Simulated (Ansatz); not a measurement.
Sr2Ir, space group Fm-3m: an equation of state with a fit, run with the Python package of Ansatz (0.2.0).

`sr2ir_eos.py`:
```python
'''Bulk modulus of Sr2Ir from an E(V) curve.'''

from dataclasses import dataclass

import ansatz as az
import numpy as np


@dataclass
class Options:
    xc: str = 'pbesol'
    cutoff: int = 470
    occupations: str = 'Marzari-Vanderbilt'
    smearing_width: float = 0.1
    kgrid: tuple[int, ...] = (6, 6, 6)


opts = Options()

vectors0 = np.array([
    [0.0, 3.612228, 3.612228],
    [3.612228, 0.0, 3.612228],
    [3.612228, 3.612228, 0.0],
])
sites = [
    ('Sr', [0.75, 0.75, 0.75]),
    ('Sr', [0.25, 0.25, 0.25]),
    ('Ir', [0.0, 0.0, 0.0]),
]


def on_lattice(cell):
    crystal = az.Crystal(lattice=az.Lattice.of(cell))
    for symbol, position in sites:
        crystal = crystal.atom(symbol, position)
    return crystal


def main() -> None:
    # scale the volume, keep shape and fractions
    volumes, energies = [], []
    for scale in np.linspace(0.92, 1.08, 7):
        cell = vectors0 * scale ** (1 / 3)
        base = (
            on_lattice(cell).calculation()
            .functional(opts.xc)
            .basis(opts.cutoff)
            .occupations(opts.occupations, width=opts.smearing_width)
            .kpoints(*opts.kgrid)
        )
        r = base.run(threads=1, pin='off').report
        volumes.append(abs(np.linalg.det(cell)) / len(sites))
        energies.append(r['free_energy_ev'] / len(sites))
        print(f'V = {volumes[-1]:8.4f} A^3/atom  F = {energies[-1]:.5f} eV/atom')

    # third-order Birch-Murnaghan: a cubic in V^(-2/3)
    x = np.array(volumes) ** (-2 / 3)
    poly = np.polynomial.Polynomial.fit(x, energies, 3).convert()
    roots = poly.deriv().roots()
    x0 = min((r.real for r in roots if abs(r.imag) < 1e-9 and poly.deriv(2)(r.real) > 0), key=lambda r: abs(r - x.mean()))
    v0 = x0 ** -1.5
    b0 = 4 / 9 * poly.deriv(2)(x0) * v0 ** (-7 / 3) * 160.21766
    b1 = 4 + 2 / 3 * x0 * poly.deriv(3)(x0) / poly.deriv(2)(x0)
    print(f'V0 = {v0:.4f} A^3/atom, B0 = {b0:.1f} GPa, dB/dP = {b1:.2f}')


if __name__ == '__main__':
    main()
```

From its runs, with one value withheld:

| V (Å³/atom) | F less the lowest row shown (meV/atom) |
| --- | --- |
| 28.908 | 6.72 |
| 29.746 | 0.08 |
| 30.584 | 0.00 |
| 31.422 | 5.63 |
| 32.260 | ? |
| 33.098 | 31.16 |
| 33.936 | 49.86 |

What is the missing energy at 32.260 Å³ an atom?

A third-order Birch-Murnaghan fit, E = E0 + (9 V0 B0 / 16) [(t - 1)³ B' + (t - 1)² (6 - 4t)] with t = (V0/V)^(2/3), through the 6 rows shown gives V0 = 30.171 Å³, B0 = 42.0 GPa, B' = 4.00 and E0 = -0.72 meV. At V = 32.260 Å³, t = 0.95635, and the fit interpolates to 16.23 meV. The run gave 16.23 meV, a miss of 0.00 meV.

What to keep in mind:
- For a metal this k-point mesh is coarse: on a finer one energies can move by several to tens of meV an atom and pressures by half a GPa or more, differences at one mesh by less.
- Spin-orbit coupling, which matters for elements this heavy, is left out.
- The structure comes from a database of computed cells and needn't be a stable or known phase.
- Wall time of the script: 7 s on 1 thread of Intel(R) Xeon(R) 6975P-C (Granite Rapids), on a shared host, peak memory 0.45 GiB.
